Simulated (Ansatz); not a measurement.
# CH8AlNO3: the cost of one run

All numbers below are computed with Ansatz 0.2.0 (UKS PBE/STO-3G).

**1. The starting structure**

Bond lengths: Al1–O2 2.181 Å, Al1–O3 1.640 Å, Al1–O4 1.643 Å, Al1–N6 2.238 Å, N6–C7 1.447 Å, O2–H8 0.954 Å, O3–H9 0.944 Å, O4–H10 0.944 Å, N6–H11 1.011 Å, C7–H12 1.096 Å, C7–H13 1.097 Å, C7–H14 1.088 Å. Angles (14 of 18 angles, heavy atoms first): O2–Al1–O3 113.7°, O2–Al1–O4 105.3°, O2–Al1–N6 71.0°, O3–Al1–O4 129.3°, O3–Al1–N6 115.4°, O4–Al1–N6 107.0°, Al1–N6–C7 127.4°, Al1–O2–H8 112.2°, Al1–O3–H9 155.1°, Al1–O4–H10 160.8°, Al1–N6–H11 118.1°, C7–N6–H11 111.6°, N6–C7–H12 111.9°, N6–C7–H13 111.1°.

Structure file:

```xyz
14

Al   -0.7060   -1.1014   -0.2672
O     0.9329   -0.6083   -1.6187
O    -0.3093   -2.2123    0.8725
O    -2.0681   -0.9872   -1.1790
H     0.6269    0.3638   -0.8435
N    -0.0226    0.9882    0.1505
C     0.8570    1.4303    1.2111
H     0.6238   -0.3864   -2.4936
H     0.2815   -2.6979    1.4254
H    -2.9319   -1.1626   -1.5178
H    -0.5744    1.7513   -0.2172
H     0.3000    1.8409    2.0607
H     1.5512    2.2006    0.8531
H     1.4389    0.5810    1.5636
```

**2. Run 1**

150 steps of 0.5 fs at constant energy, with velocities drawn for 600 K.

Input file input.yaml:

```yaml
crystal:
  periodic: [false, false, false]
  atoms:
    - { symbol: Al, position_ang: [-0.706, -1.1014, -0.2672] }
    - { symbol: O, position_ang: [0.9329, -0.6083, -1.6187] }
    - { symbol: O, position_ang: [-0.3093, -2.2123, 0.8725] }
    - { symbol: O, position_ang: [-2.0681, -0.9872, -1.179] }
    - { symbol: H, position_ang: [0.6269, 0.3638, -0.8435] }
    - { symbol: "N", position_ang: [-0.0226, 0.9882, 0.1505] }
    - { symbol: C, position_ang: [0.857, 1.4303, 1.2111] }
    - { symbol: H, position_ang: [0.6238, -0.3864, -2.4936] }
    - { symbol: H, position_ang: [0.2815, -2.6979, 1.4254] }
    - { symbol: H, position_ang: [-2.9319, -1.1626, -1.5178] }
    - { symbol: H, position_ang: [-0.5744, 1.7513, -0.2172] }
    - { symbol: H, position_ang: [0.3, 1.8409, 2.0607] }
    - { symbol: H, position_ang: [1.5512, 2.2006, 0.8531] }
    - { symbol: H, position_ang: [1.4389, 0.581, 1.5636] }
magnetization:
  spin_polarized: true
basis:
  gaussian: { orbitals: STO-3G }
hamiltonian:
  xc: pbe
md:
  timestep: 0.5
  n_steps: 150
  ensemble: nve
  temperature: 600.0
  initial_velocities: maxwell_boltzmann
  seed: 156227
```

Run with:

```bash
ansatz run input.yaml --threads 1 --pin off --max-ram 2048MiB --backend cpu --events-out ev --progress --plain --runs-dir out
```

Q: Estimate wall time and peak memory on 1 thread of Arm Neoverse V2, shared host.

About 9.5 min, with a peak of 0.12 GiB.
